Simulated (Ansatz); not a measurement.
**BCl3H2O (built from SMILES Cl.OB(Cl)Cl): search for a transition state**

Is there a first-order saddle for this four-centre ligand exchange, which should form B1–Cl6, O2–H5 and break B1–O2, H5–Cl6, and which two structures does it connect?

Computed with Ansatz 0.2.0, Gaussian basis. Level: PBE0-D4, def2-SVP first, then def2-TZVP.

31 further runs of the same task are left out: 31 set aside as unsound or not needed.

## 1. Starting geometry

The guess: 7 atoms, charge 0, spin multiplicity 1.

Atoms are counted from 1 here; the program's logs count them from 0.

Bond lengths: B1–Cl3 1.714 Å, B1–Cl4 1.728 Å, O2–H7 0.963 Å. Angles: Cl3–B1–Cl4 123.7°.

Geometry (Å):

```xyz
7

B    -0.2099    0.5201   -0.4396
O     0.3307   -0.1019    1.1026
Cl    0.6908    1.9185   -0.8533
Cl   -1.9325    0.4262   -0.5380
H     0.8490   -1.0510    0.4339
Cl    0.6907   -1.2595   -1.3007
H    -0.4188   -0.4525    1.5950
```

Distances that are to change: B1–Cl6 2.17 Å, O2–H5 1.27 Å, B1–O2 1.75 Å, H5–Cl6 1.75 Å.

## 2. Constrained relaxation of the guess

File hold/in.yaml:

```yaml
crystal:
  periodic: [false, false, false]
  atoms:
    - {symbol: B, position_ang: [-0.209900, 0.520100, -0.439600]}
    - {symbol: O, position_ang: [0.330700, -0.101900, 1.102600]}
    - {symbol: Cl, position_ang: [0.690800, 1.918500, -0.853300]}
    - {symbol: Cl, position_ang: [-1.932500, 0.426200, -0.538000]}
    - {symbol: H, position_ang: [0.849000, -1.051000, 0.433900]}
    - {symbol: Cl, position_ang: [0.690700, -1.259500, -1.300700]}
    - {symbol: H, position_ang: [-0.418800, -0.452500, 1.595000]}
basis:
  gaussian: {orbitals: def2-SVP}
hamiltonian: {xc: pbe0, dispersion: d4}
relax: {f_tol: 0.08, max_steps: 120, escape_saddle: false, constraints: [{distance: [0, 5]}, {distance: [1, 4]}, {distance: [0, 1]}, {distance: [4, 5]}]}
```

The command line of these runs was not kept.

Further steps of the session: Saddle search in the small basis; Saddle search in triple zeta; Checking the order of the point; Relaxing after a step of 0.30 Å one way along the mode; Relaxing after a step of 0.30 Å the other way along the mode.

Q: Predict the outcome of this session. Wanted: imaginary mode; barrier from the start side; barrier from the end side; energy of the step; pairs that change; zero-point energy at the saddle.

The runs gave:

| quantity | value |
| --- | --- |
| imaginary mode | 1015i cm⁻¹ |
| barrier from the start side | 102.9 kJ/mol |
| barrier from the end side | 69.1 kJ/mol |
| energy of the step | +33.8 kJ/mol |
| pairs that change | B1–Cl6 formed, O2–H5 formed, B1–O2 loosened, H5–Cl6 broken |
| zero-point energy at the saddle | 0.775 eV |

In words: One imaginary mode, 1015i cm⁻¹, makes this a first-order saddle. Going downhill both ways gives the intended start and end. A bond meant to break is only loosened at the end: the products stay bound as an adduct. At PBE0-D4/def2-TZVP the electronic barrier is 102.9 kJ/mol, about 42 kT at 298 K, and the step runs 33.8 kJ/mol uphill. The barrier is thin enough for tunnelling; the leading (Wigner) term alone is a factor of 2.0 at 298 K. A step off the saddle overshot and began above it in energy, so the link to its end is likely but not proven. Lower complexes than these ends may exist.
